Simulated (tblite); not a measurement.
# C4H13P3Si: the cost of one run

The runs use tblite 0.8.0 and PySCF 2.14.0, with density-fitted response routines of our own; the level of theory stands in each step. All values are computed, except where a source is named. Atoms count from 0, in the outputs and in this text.

## (1) Starting geometry

21 atoms, charge 0, multiplicity 1; geometry from: force field or distance geometry start.

Bonds of the start (Å): C0–C1 1.54, C1–C2 1.54, C1–C3 1.55, C1–P4 1.88, P4–P5 2.26, P5–P6 2.30, P6–Si7 2.22, P6–P4 2.26, C0–H8 1.09, C0–H9 1.11, C0–H10 1.09, C2–H11 1.11, C2–H12 1.10, C2–H13 1.10, C3–H14 1.09, C3–H15 1.10, C3–H16 1.10, P5–H17 1.42, Si7–H18 1.48, Si7–H19 1.48, Si7–H20 1.48.

## (2) Relaxing the molecule with GFN2-xTB

What the job is given:

```
{"job": {"kind": "relax", "xc": "GFN2-xTB", "basis": "xTB"}, "charge": 0, "multiplicity": 1}
C     -1.495500    -1.157100     0.691700
C     -1.145800    -0.054700    -0.329400
C     -1.637800     1.292900     0.227300
C     -1.920100    -0.353200    -1.633500
P      0.661100     0.151000    -0.815200
P      1.600700    -1.788700    -0.124700
P      1.668700     0.078200     1.209100
Si     3.666900     0.907100     0.690100
H     -1.020000    -1.012600     1.666500
H     -2.589300    -1.159600     0.887200
H     -1.258600    -2.158100     0.326500
H     -2.728700     1.258500     0.424400
H     -1.159300     1.569100     1.174500
H     -1.471900     2.113000    -0.490000
H     -1.781600     0.432600    -2.376600
H     -2.999400    -0.432000    -1.420700
H     -1.601000    -1.307800    -2.068300
H      2.853200    -1.654400    -0.774000
H      4.210300     0.259300    -0.528400
H      3.548200     2.366800     0.464700
H      4.591000     0.666700     1.819100
```

Run with:

```
OMP_NUM_THREADS=1 python probes_run.py task.json out
```

The driver reads the jobs from task.json and runs them one after another.

Q: Estimate the wall time of this first job on 1 thread of Arm Neoverse V1, shared host.

About 1.6 s.
